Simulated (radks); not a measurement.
# I in [Kr] 4d10 5s2 5p5: an all-electron calculation

The task here is to estimate one member of a computed series from the others.

Method: scalar-relativistic Kohn-Sham, BLYP, spin-unpolarised, spherical densities, point nucleus. Code: radks (a radial shooting solver on a logarithmic mesh, Libxc functionals) version 1.

## The system

| Item | Value |
| --- | --- |
| element | iodine (Z = 53) |
| charge | 0 |
| electrons | 53 |
| configuration | [Kr] 4d10 5s2 5p5 |

Outer shells as boxes (Hund's rule):

I
```
[Kr] core
4d [↑↓][↑↓][↑↓][↑↓][↑↓]
5s [↑↓]
5p [↑↓][↑↓][↑ ]
```

Set-up of the first run:

The run's settings:

```text
Z 53
configuration [Kr] 4d10 5s2 5p5
relativity scalar-relativistic
functional b88,lyp
spin unpolarised
nucleus point
c 137.035999084
```

Command:

```bash
$ python run_ks.py task.json out
```

The same process makes all the runs of this session.

One table of the session follows, with a row left open; its other results are not shown here.

It belongs to the step «Radial structure». From the orbitals of this run (lengths in bohr):

| level | <r> | outermost maximum (interpolated) | 90 % within | nodes |
| --- | --- | --- | --- | --- |
| 1s | 0.02722 | 0.0175 | 0.0490 | 0 |
| 2s | 0.1172 | 0.0991 | 0.181 | 1 |
| 2p | 0.1025 | 0.0795 | 0.167 | 0 |
| 3s | 0.3142 | 0.286 | 0.462 | 2 |
| 3p | 0.3122 | 0.279 | 0.468 | 1 |
| 3d | 0.2886 | 0.232 | 0.453 | 0 |
| 4s | 0.7399 | 0.680 | 1.07 | 3 |
| 4p | 0.7921 | 0.715 | 1.16 | 2 |
| 4d | 0.9219 | 0.778 | 1.41 | 1 |
| 5s | 1.961 | 1.70 | 2.87 | 4 |
| 5p | ? | ? | ? | ? |

Estimate the missing values for 5p.

As computed: <r>: 2.485; outermost maximum (interpolated): 2.02; 90 % within: 3.77; nodes: 3. In the column «<r>» it is the highest.

To keep in mind: Spin polarisation and multiplet splitting are left out.
